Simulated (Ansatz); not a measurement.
# TiPd2: how the settings move a single-point run

How sensitive is a single-point run of TiPd2 to its settings? A reference run comes first, then one run with altered input.

Program: Ansatz 0.2.0. Level of theory: reference: DFT, r2SCAN, all-electron PAW with datasets made for the crystal, scalar-relativistic. These are calculated values, not measurements.

### Step 1. The system as given

Symmetry: I4/mmm, No. 139, tetragonal system. The conventional cell has a = 3.246 Å, b = 3.246 Å, c = 8.673 Å, α = 90.00°, β = 90.00°, γ = 90.00°. Ti (site symmetry 4/mmm) is surrounded by 10 Pd at 2.67 to 2.97 Å. Pd (site symmetry 4mm) has 5 Ti at 2.67 to 2.97 Å and 5 Pd at 2.73 to 2.80 Å as nearest neighbours.

As a file:

```cif
data_structure
_symmetry_space_group_name_H-M 'I4/mmm'
_symmetry_Int_Tables_number 139
_cell_length_a 3.2456
_cell_length_b 3.2456
_cell_length_c 8.6732
_cell_angle_alpha 90.000
_cell_angle_beta 90.000
_cell_angle_gamma 90.000
_cell_volume 91.36
loop_
_atom_site_label
_atom_site_type_symbol
_atom_site_symmetry_multiplicity
_atom_site_Wyckoff_symbol
_atom_site_fract_x
_atom_site_fract_y
_atom_site_fract_z
_atom_site_occupancy
Ti1 Ti 2 a 0.00000 0.00000 0.00000 1
Pd1 Pd 4 e 0.50000 0.50000 0.15716 1
```

### Step 2. The reference run

File input.yaml:

```yaml
crystal:
  lattice:
    - [-1.622804751, 1.622804751, 4.3365778823]
    - [1.622804751, -1.622804751, 4.3365778823]
    - [1.622804751, 1.622804751, -4.3365778823]
  atoms:
    - { symbol: Ti, position: [0.0, 0.0, 0.0] }
    - { symbol: Pd, position: [0.657163153, 0.657163153, 0.0] }
    - { symbol: Pd, position: [0.342836847, 0.342836847, 0.0] }
kpoints:
  mp_grid: { grid: [15, 15, 15] }
scf:
  occupations: { method: fermi_dirac, width: 0.05 }
hamiltonian:
  xc: r2scan
  pseudopotentials: { kind: all_electron, datasets: crystal }
output:
  forces: true
  stress: true
  eigenvalues: true
  efg: { contact_densities: true }
```

On the command line:

```console
ansatz run input.yaml --threads 1 --pin off --max-ram 3072MiB --backend cpu --events-out ev --progress --plain --runs-dir out
```

### Step 3. Changing settings: occupations.width 0.005, n_extra_bands 4

input.yaml: that of step 2 with these lines changed.

```diff
@@ -12,3 +12,4 @@
 scf:
-  occupations: { method: fermi_dirac, width: 0.05 }
+  occupations: { method: fermi_dirac, width: 0.005 }
+  n_extra_bands: 4
 hamiltonian:
```

Before running it: what results should come out? Wanted: for each run, ending; energy change; pressure; gap; force.

The runs gave:

| run | ending | energy change | pressure (GPa) | gap (eV) | force (eV/Å) | cycles | time |
| --- | --- | --- | --- | --- | --- | --- | --- |
| reference | converged | 0 | 0.0 | 0.00 | 0.00 | 13 | 88 s |
| 1: occupations.width 0.005, n_extra_bands 4 | converged | +0.2 meV/atom (σ→0) | 0.0 | 0.00 | 0.01 | 13 | 82 s |

Residual by cycle in the longest SCF loop of each run; runs are numbered as in the table. The quantity is the density residual dr2, in eV.

| cycle | reference | run 1 |
| --- | --- | --- |
| 1 | 3.89 | 3.88 |
| 2 | 0.675 | 0.698 |
| 3 | 0.315 | 0.31 |
| 4 | 0.0946 | 0.0953 |
| 5 | 0.0156 | 0.0163 |
| 6 | 0.0274 | 0.0403 |
| 8 | 1.0e-4 | 3.2e-4 |
| 9 | 2.7e-5 | 8.5e-5 |
| 10 | 2.3e-5 | 2.9e-5 |
| 11 | 2.3e-6 | 2.1e-6 |
| 12 | 4.4e-7 | 5.4e-7 |
| 13 | 6.0e-8 | 6.5e-8 |

Changing the smearing and band count hardly moves the energy: +0.2 meV/atom.
